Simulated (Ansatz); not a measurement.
**CsPbI2Br: band gap under strain**

Aim: follow the gap of CsPbI2Br, database structure through these states: +5.6 % equal strain in all directions. The table at the end shows which levels were run.

Program: Ansatz 0.2.0. PAW datasets, plane waves. Spin-unpolarised throughout; all numbers are computed.

## 1. Starting point

The unstrained cell was relaxed with r2SCAN; in each strained cell the atoms were relaxed again with r2SCAN. Names of k-points are those of the unstrained zone, where strain can split equivalent points. First state: +5.6 % equal strain in all directions.

The symmetry is P4/mmm (No. 123, tetragonal); conventional cell a = 6.719 Å, c = 6.254 Å, 56.46 Å³ an atom. Near Pb stand 2 Br at 3.13 Å and 4 I at 3.36 Å; near I stand 2 Pb at 3.36 Å; near Br stand 2 Pb at 3.13 Å.

The structure in full:

```
CELL_PARAMETERS angstrom
6.71902 0.00000 0.00000
0.00000 6.71902 0.00000
0.00000 0.00000 6.25363
ATOMIC_POSITIONS crystal
Cs 0.50000 0.50000 0.50000
Pb 0.00000 0.00000 0.00000
I 0.00000 0.50000 0.00000
I 0.50000 0.00000 0.00000
Br 0.00000 0.00000 0.50000
```

From earlier runs on the unstrained cell: PBE 1.42 eV, r2SCAN 1.75 eV, HSE06 2.01 eV; a = 6.365 Å, c = 5.924 Å.

## 2. +5.6 % equal strain in all directions: PBE

File input.yaml:

```yaml
crystal:
  lattice:
    - [6.7190189299, 0.0, 0.0]
    - [0.0, 6.7190189299, 0.0]
    - [0.0, 0.0, 6.2536300239]
  atoms:
    - { symbol: Cs, position: [0.5, 0.5, 0.5] }
    - { symbol: Pb, position: [0.0, 0.0, 0.0] }
    - { symbol: I, position: [0.0, 0.5, 0.0] }
    - { symbol: I, position: [0.5, 0.0, 0.0] }
    - { symbol: Br, position: [0.0, 0.0, 0.5] }
kpoints:
  mp_grid: { grid: [4, 4, 4] }
  band_path:
    path:
      - [0.0, 0.0, 0.0]
      - [0.0, 0.5, 0.0]
      - [0.5, 0.5, 0.0]
      - [0.0, 0.0, 0.5]
      - [0.0, 0.5, 0.5]
      - [0.5, 0.5, 0.5]
    npoints: 1
hamiltonian:
  xc: pbe
scf:
  occupations: { method: fermi_dirac, width: 0.02 }
  n_extra_bands: 5
output:
  forces: true
  stress: true
  eigenvalues: true
  write_density: true
  write_potential: true
  elf: true
  volumetric_format: npy
```

The run is started by

```bash
> ansatz run input.yaml --threads 4 --pin off --max-ram 4608MiB --backend cpu --events-out ev --progress --plain --runs-dir out
```

The runs that follow: +5.6 % equal strain in all directions: r2SCAN; +5.6 % equal strain in all directions: HSE06.

Q: Predict the outcome of this session.

As calculated:

Least gap in eV (negative: overlap), with the change from the unstrained cell in brackets:

| state | volume change (%) | PBE | r2SCAN | HSE06 |
| --- | --- | --- | --- | --- |
| +5.6 % equal strain in all directions | +17.6 | 1.82 (+0.40) | 2.16 (+0.41) | 2.44 (+0.43) |

The HSE06 gap moves by +0.427 eV under +5.6 % equal strain in all directions. PBE and HSE06 differ by 0.59 eV on the unstrained gap, and by at most 0.04 eV on its change: the two disagree on the size of the gap but agree on its response to strain. Spin-orbit coupling is left out of the table, though the cell holds Pb (Z = 82); in an element this heavy it can shift bands and gaps by tenths of an eV.
